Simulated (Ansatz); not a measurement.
**BrCl₂FSn: small, medium and large basis sets**

An exercise on one series of results from a longer session: the logs are not shown, and one member is left open.

Method: one geometry, several basis sets; program: Ansatz 0.2.0, Gaussian basis.

The runs, in order: PBE0-D4/def2-SVP; ωB97M-V/def2-SVP; PBE0-D4/def2-QZVPP; ωB97M-V/def2-QZVPP; the functionals' def2-TZVPP values are taken from earlier runs.

**Structure used throughout**

The geometry comes from an earlier relaxation with PBE0-D4 in a triple-zeta def2 set; it is a stationary point. Sn takes the def2 core potential; no spin-orbit term is included.

SMILES `[F][Sn]([Cl])([Cl])[Br]`, 5 atoms, charge 0, spin multiplicity 1.

Atoms are counted from 1 here; the program's logs count them from 0.

Bond lengths: F1–Sn2 1.894 Å, Sn2–Cl3 2.283 Å, Sn2–Cl4 2.283 Å, Sn2–Br5 2.426 Å. Angles: F1–Sn2–Cl3 106.8°, F1–Sn2–Cl4 106.8°, F1–Sn2–Br5 107.9°, Cl3–Sn2–Cl4 110.7°, Cl3–Sn2–Br5 112.2°, Cl4–Sn2–Br5 112.2°.

Geometry (Å):

```
F    -0.4996   -0.1610    1.8451
Sn   -0.0002   -0.0317    0.0229
Cl    1.8853   -1.2925   -0.2346
Cl   -1.7249   -0.8979   -1.1961
Br    0.3893    2.3095   -0.4787
```

Set-up of the first run:

in.yaml reads:

```yaml
crystal:
  periodic: [false, false, false]
  atoms:
    - {symbol: F, position_ang: [-0.499577, -0.160962, 1.845085]}
    - {symbol: Sn, position_ang: [-0.000153, -0.031686, 0.022882]}
    - {symbol: Cl, position_ang: [1.885286, -1.292540, -0.234598]}
    - {symbol: Cl, position_ang: [-1.724906, -0.897897, -1.196068]}
    - {symbol: Br, position_ang: [0.389350, 2.309485, -0.478700]}
basis:
  gaussian: {orbitals: def2-SVP}
hamiltonian: {xc: pbe0, dispersion: d4}
output: {orbitals: {seedname: orbitals}}
```

Run with:

```bash
ansatz run in.yaml --threads 4 --pin off --events-out ev --progress --plain --max-ram 10444MiB
```

Steps of the session up to this table: PBE0-D4 in def2-SVP; ωB97M-V in def2-SVP; PBE0-D4 in def2-QZVPP; ωB97M-V in def2-QZVPP.

One of the session's tables, all rows but one given; the rest of the session is left out.

It belongs to the step «Functionals by basis». 

```
functional       basis  HOMO (eV)  LUMO (eV)
   PBE0-D4    def2-SVP      -9.36      -3.19
   PBE0-D4  def2-TZVPP      -9.46      -3.28
   PBE0-D4  def2-QZVPP          ?          ?
   ωB97M-V    def2-SVP     -11.54      -1.05
   ωB97M-V  def2-TZVPP     -11.68      -1.23
   ωB97M-V  def2-QZVPP     -11.70      -1.29
```

**Question.** Estimate the row for PBE0-D4, def2-QZVPP.

**Answer.** HOMO (eV): -9.46; LUMO (eV): -3.29.
